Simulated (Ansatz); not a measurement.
# Br2H2O2Zr: the cost of one run

Computed with Ansatz 0.2.0, Gaussian basis. Level: the settings change from run to run.

### Step 1. The relaxed structure

The geometry comes from an earlier relaxation with PBE0-D4 in a triple-zeta def2 set; it is a stationary point, not always the lowest conformer. Zr takes a core potential in def2 sets; no spin-orbit term is included.

7 atoms, charge 0, spin multiplicity 1.

Atoms are counted from 1 here; the program's logs count them from 0.

Bond lengths: O1–Zr2 1.890 Å, O1–H6 0.953 Å, Zr2–O3 1.890 Å, Zr2–Br4 2.515 Å, Zr2–Br5 2.515 Å, O3–H7 0.953 Å. Angles: Zr2–O1–H6 171.7°, O1–Zr2–O3 110.6°, O1–Zr2–Br4 108.9°, O1–Zr2–Br5 108.9°, O3–Zr2–Br4 108.9°, O3–Zr2–Br5 108.9°, Br4–Zr2–Br5 110.6°, Zr2–O3–H7 171.7°.

### Step 2. r2SCANh/def2-TZVPD

Set apart from the defaults: multiplicity 3, restricted open-shell orbitals, D3(BJ) with three-body dispersion.

Input file in.yaml:

```yaml
crystal:
  periodic: [false, false, false]
  atoms:
    - {symbol: O, position_ang: [-1.183156, 0.712077, 0.988508]}
    - {symbol: Zr, position_ang: [-0.046769, 0.075478, -0.381453]}
    - {symbol: O, position_ang: [1.346113, -0.976004, 0.344947]}
    - {symbol: Br, position_ang: [-1.393545, -1.338177, -1.966603]}
    - {symbol: Br, position_ang: [0.958865, 2.041157, -1.585491]}
    - {symbol: H, position_ang: [-1.672682, 0.965329, 1.766391]}
    - {symbol: H, position_ang: [1.991184, -1.479870, 0.833691]}
basis:
  gaussian: {orbitals: def2-TZVPD}
magnetization: {spin_polarized: false, initial_magnetization: 2}
hamiltonian: {xc: {name: r2SCANh}, dispersion: d3bjatm}
```

On the command line:

```bash
> ansatz run in.yaml --threads 4 --pin off --events-out ev --progress --plain --max-ram 11315MiB
```

Q: Estimate wall time and peak memory on 4 threads of Arm Neoverse V2, shared host.

About 2.6 min, with a peak of 2 GiB.
